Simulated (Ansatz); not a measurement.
# CH5Al2Cl: rigid scan of one bond length from a Python script

A script is to give a rigid scan of one bond length; the system is CH5Al2Cl. SMILES: [AlH2][CH2][AlH][Cl].

All numbers are computed with Ansatz 0.2.0, driven from Python. Level of theory: PBE/cc-pVDZ.

**1. The structure**

Bond lengths: Al1–C2 1.932 Å, C2–Al3 1.986 Å, Al3–Cl4 2.111 Å, Al1–H5 1.623 Å, Al1–H6 1.660 Å, C2–H7 1.139 Å, C2–H8 1.080 Å, Al3–H9 1.663 Å. Angles: Al1–C2–Al3 109.6°, Al1–C2–H7 108.5°, Al1–C2–H8 110.1°, Al3–C2–H7 109.9°, Al3–C2–H8 110.6°, H7–C2–H8 108.1°, C2–Al1–H5 122.6°, C2–Al1–H6 121.0°, H5–Al1–H6 116.3°, C2–Al3–Cl4 121.9°, C2–Al3–H9 119.6°, Cl4–Al3–H9 118.5°.

The script holds or builds the structure itself.

**2. The code**

Input file ch5al2cl_scan.py:

```python
"""Stretching a bond of CH5Al2Cl, the rest held rigid."""

import warnings

import ansatz as az
import matplotlib.pyplot as plt
import numpy as np

SETTINGS = {
    "basis_set": "cc-pVDZ",
    "functional": "pbe",
}

warnings.simplefilter("ignore", az.DeckWarning)

geometry_ang = [
    ("Al", (-0.216, 0.8827, -1.3375)),
    ("C", (0.5077, -0.6192, -0.3603)),
    ("Al", (0.0002, -0.4741, 1.5543)),
    ("Cl", (-2.0174, -0.4333, 2.1739)),
    ("H", (-0.0295, 1.0547, -2.9408)),
    ("H", (-1.1308, 2.0382, -0.5744)),
    ("H", (1.6422, -0.6056, -0.4635)),
    ("H", (0.1444, -1.5452, -0.7797)),
    ("H", (1.1877, -0.3445, 2.7111)),
]
geometry = az.Crystal.molecule()
for symbol, xyz in geometry_ang:
    geometry = geometry.atom(symbol, xyz)

symbols = [site.symbol for site in geometry.cartesian_sites]
start = np.array([site.position_ang for site in geometry.cartesian_sites])
axis = (start[0] - start[1]) / np.linalg.norm(start[0] - start[1])
moving = [0, 4, 5]
lengths, energies = [1.64, 1.78, 1.93, 2.13, 2.42, 2.9, 3.48, 4.25], []
for length in lengths:
    xyz = start.copy()
    xyz[moving] += (length - np.linalg.norm(start[0] - start[1])) * axis
    point = az.Crystal.molecule()
    for symbol, place in zip(symbols, xyz):
        point = point.atom(symbol, place.tolist())
    job = point.calculation()
    job = job.basis(gaussian=SETTINGS["basis_set"])
    job = job.functional(SETTINGS["functional"])
    data = job.run(threads=1, backend="cpu").report
    energies.append(data["free_energy_ev"])
    print(f"r = {length:6.3f} A  E = {energies[-1]:.5f} eV  <S^2> = {abs(data['mean_field']['state']['spin_squared']):.3f}")

print("energy above the lowest point (eV):", [round(e - min(energies), 3) for e in energies])
plt.figure(figsize=(4.5, 3))
plt.plot(lengths, np.array(energies) - min(energies), "o-")
plt.xlabel("bond length (A)")
plt.ylabel("E - E(min) (eV)")
plt.tight_layout()
plt.savefig("scan.png", dpi=100)
```

**3. What the engine is handed**

The engine receives this input (first run):

```yaml
crystal:
  periodic: [false, false, false]
  atoms:
    - { symbol: Al, position_ang: [-0.10647768135080947, 0.6554075164029028, -1.1896138458145793] }
    - { symbol: C, position_ang: [0.5077, -0.6192, -0.3603] }
    - { symbol: Al, position_ang: [0.0002, -0.4741, 1.5543] }
    - { symbol: Cl, position_ang: [-2.0174, -0.4333, 2.1739] }
    - { symbol: H, position_ang: [0.08002231864919053, 0.8274075164029028, -2.7929138458145792] }
    - { symbol: H, position_ang: [-1.0212776813508095, 1.8109075164029025, -0.4265138458145793] }
    - { symbol: H, position_ang: [1.6422, -0.6056, -0.4635] }
    - { symbol: H, position_ang: [0.1444, -1.5452, -0.7797] }
    - { symbol: H, position_ang: [1.1877, -0.3445, 2.7111] }
basis:
  gaussian:
    orbitals: cc-pVDZ
hamiltonian:
  xc: pbe
```

**4. Launch**

Run with:

```bash
$ python ch5al2cl_scan.py
```

**Question.** What results will this script give? Wanted: range of energy; lowest point, distance.

The runs gave:

| quantity | value |
| --- | --- |
| runs compared | 8 |
| range of energy | 3.792 eV |
| lowest point, distance (Å) | 1.93 |

The lowest point, at 1.93, lies inside the range. The ends stand 1.24 and 3.79 eV above it. The distance scanned is the script's pair 1, 0. Caveats:
- The rest of the molecule is held rigid at a force-field or estimated start geometry, and the basis set is modest; single-reference methods fail as a bond breaks.
- The orbitals are restricted, so S² is zero by construction.
- At long bonds an unrestricted state lies under the restricted one, by up to about 1 eV.
